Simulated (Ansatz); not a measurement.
# BeGeMo3: the cost of one run

Program: Ansatz 0.2.0. Level of theory: DFT PBE, scalar-relativistic, plane waves, PAW. These are calculated values, not measurements.

### Step 1. The structure to begin with

The structure is cubic, space group Pm-3m (No. 221). Conventional cell: a = 4.039 Å, b = 4.039 Å, c = 4.039 Å, α = 90.00°, β = 90.00°, γ = 90.00°. Be (site symmetry m-3m) is surrounded by 12 Mo at 2.86 Å. Ge (site symmetry m-3m) has 6 Mo at 2.02 Å in its first shell of neighbours. Mo (site symmetry 4/mmm) has 2 Ge at 2.02 Å in its first shell of neighbours.

Structure file:

```
Be Ge Mo
1.0
     4.03888    0.00000    0.00000
     0.00000    4.03888    0.00000
     0.00000    0.00000    4.03888
Be Ge Mo
1 1 3
Direct
  0.00000 0.00000 0.00000
  0.50000 0.50000 0.50000
  0.00000 0.50000 0.50000
  0.50000 0.00000 0.50000
  0.50000 0.50000 0.00000
```

(A quick probe on a coarse mesh, which set the mesh and smearing, is not shown.)

### Step 3. Coarse relaxation

File input.yaml:

```yaml
crystal:
  lattice:
    - [4.0388750106, 0.0, 0.0]
    - [0.0, 4.0388750106, 0.0]
    - [0.0, 0.0, 4.0388750106]
  atoms:
    - { symbol: Be, position: [0.0, 0.0, 0.0] }
    - { symbol: Ge, position: [0.5, 0.5, 0.5] }
    - { symbol: Mo, position: [0.0, 0.5, 0.5] }
    - { symbol: Mo, position: [0.5, 0.0, 0.5] }
    - { symbol: Mo, position: [0.5, 0.5, 0.0] }
basis:
  ecutwfc: 420
kpoints:
  mp_grid: { grid: [4, 4, 4] }
hamiltonian:
  xc: pbe
scf:
  occupations: { method: gaussian, width: 0.1 }
  lower_state_search: "off"
output:
  forces: true
  stress: true
  eigenvalues: true
relax:
  adjacent_minimum: "off"
  f_tol: 0.04
  max_steps: 70
  cell: { stress_tol: 0.4 }
```

Run with:

```bash
ansatz run input.yaml --threads 1 --pin off --max-ram 2560MiB --backend cpu --events-out ev --progress --plain --runs-dir out
```

Q: Estimate wall time and peak memory on 1 thread of Arm Neoverse V1, shared host.

About 16 s, with a peak of 0.37 GiB.
